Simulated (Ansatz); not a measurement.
**GaF under changes of volume**

One of the cells (23.058 Å³/atom); the others are scaled copies at fixed shape and fractional positions:

```
Ga F
1.0
     0.00000    2.84624    2.84624
     2.84624    0.00000    2.84624
     2.84624    2.84624    0.00000
Ga F
1 1
Cartesian
  1.4231 1.4231 1.4231
  0.0000 0.0000 0.0000
```

The cell was built by a generator and needn't be a form met in nature.

- Program: Ansatz 0.2.0
- Functional: PBE
- Potentials or basis: Ansatz NC
- Cutoff: 1320 eV (not typed: the program's choice for these potentials)
- k mesh: 8 × 8 × 8
- Occupations: fermi-dirac, width 0.05 eV
- Spin: no spin polarisation

| volume (Å³/atom) | energy over the lowest point (meV/atom) | pressure (GPa) | gap on the mesh (eV) |
| --- | --- | --- | --- |
| 21.674 | 7.45 | 1.8 | 2.01 |
| 22.135 | ? | ? | ? |
| 22.596 | 0.75 | 0.5 | 2.19 |
| 23.058 | 0.00 | 0.0 | 2.27 |
| 23.519 | 0.75 | -0.5 | 2.35 |
| 23.980 | 2.86 | -0.9 | 2.42 |
| 24.441 | 6.18 | -1.3 | 2.49 |

Question: What does the run at 22.135 Å³/atom give?

Answer: Energy over the lowest point 3.17 meV/atom; pressure 1.2 GPa; gap on the mesh 2.10 eV.

Worked out: A Birch-Murnaghan fit of order 3 (a polynomial in V^(-2/3)) to the other rows has its minimum at 23.05 Å³/atom with B0 = V·E''(V) = 26 GPa and B' = 4.3. It gives 3.17 meV/atom at 22.135 Å³/atom, against the run's 3.17, and -dE/dV = 1.2 GPa, against 1.2. A straight line through the other rows of the gap, of slope 3.99 eV per unit of ln V, gives 2.10 eV, against the run's 2.10.

Energies are extrapolated to zero smearing.

A mesh can miss the band edges. Spin-orbit coupling on Ga is left out.
